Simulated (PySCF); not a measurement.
# SnH2F2 (SMILES [F][SnH2][F]): wB97M-V/def2-SVP (core potential)

Aim: the vertical ionisation energy of SnH2F2 at wB97M-V/def2-SVP (core potential), from 2 runs. The job is set up through a Python script.

The results are computed with PySCF 2.14.0.

2 further runs of the same task are left out: 2 set aside as unsound or not needed.

**1. The molecule**

SnH2F2: 5 atoms, total charge 0, spin state singlet. As SMILES, `[F][SnH2][F]`. The shape is that of a PBE0-D4/def2-TZVP optimisation.

Bond lengths: F1–Sn2 1.909 Å, Sn2–F3 1.909 Å, Sn2–H4 1.692 Å, Sn2–H5 1.692 Å. Angles: F1–Sn2–F3 103.3°, F1–Sn2–H4 107.1°, F1–Sn2–H5 107.1°, F3–Sn2–H4 107.1°, F3–Sn2–H5 107.1°, H4–Sn2–H5 123.6°.

**2. The energy at wB97M-V/def2-SVP (core potential)**

File calc.py:

```python
from pyscf import gto, dft

system = gto.M(
    atom='''
F   -0.343500  -0.356300   1.741400
Sn   0.128900  -0.073200  -0.086200
F   -1.231200   1.110700  -0.712400
H   -0.087400  -1.547100  -0.889100
H    1.583200   0.792100  -0.095000
''',
    verbose=3,
    spin=0,
    ecp={'Sn': 'def2-svp'},
    max_memory=1860,
    basis='def2-svp',
)

mf = dft.RKS(system, xc='wb97m-v')
mf.grids.level = 5
mf.conv_tol = 1e-10
mf.nlcgrids.level = 1
mf.kernel()
if not mf.converged:
    mf = mf.newton().run(mf.mo_coeff, mf.mo_occ)

e_tot = mf.e_tot
print('E = %.10f Eh' % e_tot)
```

The run is started by

```bash
OMP_NUM_THREADS=1 python calc.py
```

The log of the run:

```text
converged SCF energy = -414.944540900529
E = -414.9445409005 Eh
```

It took 43 s on 1 thread of Arm Neoverse V1, shared host; peak memory 0.37 GiB.

**3. The doublet cation**

File geometry.xyz:

```xyz
5
F2H2Sn
F     -0.343500    -0.356300     1.741400
Sn     0.128900    -0.073200    -0.086200
F     -1.231200     1.110700    -0.712400
H     -0.087400    -1.547100    -0.889100
H      1.583200     0.792100    -0.095000
```

File input.py:

```python
from pyscf import gto, dft

molecule = gto.M(
    atom='geometry.xyz',
    max_memory=1860,
    spin=1,
    basis='def2-svp',
    charge=1,
    ecp={'Sn': 'def2-svp'},
    verbose=3,
)

mf = dft.UKS(molecule, xc='wb97m-v')
mf.nlcgrids.level = 1
mf.conv_tol = 1e-10
mf.grids.level = 5
mf.kernel()
if not mf.converged:
    mf = mf.newton().run(mf.mo_coeff, mf.mo_occ)

etot = mf.e_tot
print('E(%s) = %.9f' % ('WB97M-V', etot))
```

The run is started by

```bash
OMP_NUM_THREADS=1 python input.py
```

The log of the run:

```text
WARN: HOMO -0.896754456167201 >= LUMO -0.896754456167198

converged SCF energy = -414.488915456032  <S^2> = 0.7664782  2S+1 = 2.0164109
E(WB97M-V) = -414.488915456
```

It took 76 s on 1 thread of Arm Neoverse V1, shared host; peak memory 0.39 GiB.

**4. What came out**

At wB97M-V/def2-SVP (core potential):

| quantity | value |
| --- | --- |
| singlet SnH2F2: total energy | -414.94454 Eh |
| singlet SnH2F2: dipole moment | 3.41 D |
| singlet SnH2F2: HOMO energy | -11.89 eV |
| singlet SnH2F2: LUMO energy | 1.39 eV |
| singlet SnH2F2: HOMO–LUMO gap | 13.28 eV |
| doublet cation: total energy | -414.48892 Eh |
| doublet cation: HOMO energy (highest over α and β) | -19.10 eV |
| doublet cation: LUMO energy (lowest over α and β) | -12.89 eV |
| doublet cation: ⟨S²⟩ | 0.766 |
| vertical ionisation energy (to the doublet cation) | 12.398 eV |

**Reading.** Removing an electron at fixed nuclei costs 12.40 eV (286 kcal/mol). −ε(HOMO) before ionisation, 11.89 eV, is 0.50 eV below this ionisation energy. Mulliken charges (doublet cation) run from -0.27 on F1 to +1.14 on Sn2.
